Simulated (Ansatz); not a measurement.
# Si4H8O: up Jacob's ladder to CCSD(T)

One table from this session's results is given with a row withheld; the runs are named, their logs left out.

Program: Ansatz 0.2.0, Gaussian basis. Level of theory: functionals in def2-TZVPP, the program's frozen cores in correlated methods. These are calculated values, not measurements.

Levels to be run: PBE-D4, r2SCAN-D4, PBE0-D4, B3LYP-D4, ωB97X-V, ωB97M-V, B2PLYP; CCSD(T)/def2-TZVPP; MP2/def2-QZVPP; extrapolation to the limit.

## The geometry

An earlier PBE0-D4 in a triple-zeta def2 set relaxation fixed the geometry.

13 atoms, charge 0, spin multiplicity 1.

Atoms are counted from 1 here; the program's logs count them from 0.

Bond lengths: O1–Si2 1.652 Å, O1–H6 0.959 Å, Si2–Si3 2.324 Å, Si2–Si4 2.320 Å, Si2–Si5 2.320 Å, Si3–H7 1.489 Å, Si3–H8 1.487 Å, Si3–H9 1.487 Å, Si4–Si5 2.352 Å, Si4–H10 1.488 Å, Si4–H11 1.486 Å, Si5–H12 1.486 Å, Si5–H13 1.488 Å. Angles: Si2–O1–H6 117.2°, O1–Si2–Si3 111.8°, O1–Si2–Si4 130.2°, O1–Si2–Si5 130.2°, Si3–Si2–Si4 106.8°, Si3–Si2–Si5 106.9°, Si4–Si2–Si5 60.9°, Si2–Si3–H7 106.1°, Si2–Si3–H8 111.8°, Si2–Si3–H9 111.8°, H7–Si3–H8 109.0°, H7–Si3–H9 109.0°, H8–Si3–H9 109.0°, Si2–Si4–Si5 59.5°, Si2–Si4–H10 119.0°, Si2–Si4–H11 121.9°, Si5–Si4–H10 108.1°, Si5–Si4–H11 127.7° and more.

Set-up of the first run:

in.yaml reads:

```yaml
crystal:
  periodic: [false, false, false]
  atoms:
    - {symbol: O, position_ang: [-2.345624, 0.671114, 0.320684]}
    - {symbol: Si, position_ang: [-0.771589, 0.210775, 0.120482]}
    - {symbol: Si, position_ang: [-0.032133, -1.124908, 1.872802]}
    - {symbol: Si, position_ang: [0.353408, -0.494813, -1.782142]}
    - {symbol: Si, position_ang: [1.061781, 1.423873, -0.620686]}
    - {symbol: H, position_ang: [-2.728475, 1.230821, -0.357060]}
    - {symbol: H, position_ang: [1.383429, -1.465662, 1.563152]}
    - {symbol: H, position_ang: [-0.819714, -2.381559, 1.980036]}
    - {symbol: H, position_ang: [-0.083698, -0.407581, 3.174236]}
    - {symbol: H, position_ang: [-0.146863, -0.068600, -3.116711]}
    - {symbol: H, position_ang: [1.027521, -1.817236, -1.849507]}
    - {symbol: H, position_ang: [2.284009, 1.585468, 0.208642]}
    - {symbol: H, position_ang: [0.838149, 2.603407, -1.499126]}
basis:
  gaussian: {orbitals: def2-TZVPP}
hamiltonian: {xc: pbe, dispersion: d4}
output: {forces: true, orbitals: {seedname: orbitals}}
```

The run is started by

```sh
$ ansatz run in.yaml --threads 4 --pin off --events-out ev --progress --plain --max-ram 10444MiB
```

Steps of the session up to this table: PBE-D4 (GGA); r2SCAN-D4 (meta-GGA); PBE0-D4 (hybrid); B3LYP-D4 (hybrid); ωB97X-V (range-separated); ωB97M-V (range-separated); B2PLYP (double hybrid); CCSD(T) in def2-TZVPP; MP2 in def2-QZVPP.

One table of the session follows, with a row left open; its other results are not shown here.

| method | atomisation energy (kJ/mol) |
| --- | --- |
| PBE-D4 | 3963.6 |
| r2SCAN-D4 | 3984.5 |
| PBE0-D4 | 3932.2 |
| B3LYP-D4 | 3948.7 |
| ωB97X-V | 4008.6 |
| ωB97M-V | 3960.4 |
| B2PLYP | 3886.9 |
| HF/def2-TZVPP | 2890.0 |
| MP2/def2-TZVPP | 3851.5 |
| CCSD/def2-TZVPP | 3801.1 |
| CCSD(T)/def2-TZVPP | 3855.5 |
| MP2/CBS | 3972.9 |
| CCSD(T)/CBS | ? |

Q: Estimate the row for CCSD(T)/CBS from the others.

As computed: atomisation energy (kJ/mol): 3976.9. In the column «atomisation energy (kJ/mol)» it lies between MP2/CBS (3972.9) and r2SCAN-D4 (3984.5).

Limits of these values: Free atoms (1 O, 4 Si, 8 H) were run apart at each level; the atomisation energy is their sum less the molecule, without zero-point or spin-orbit terms.
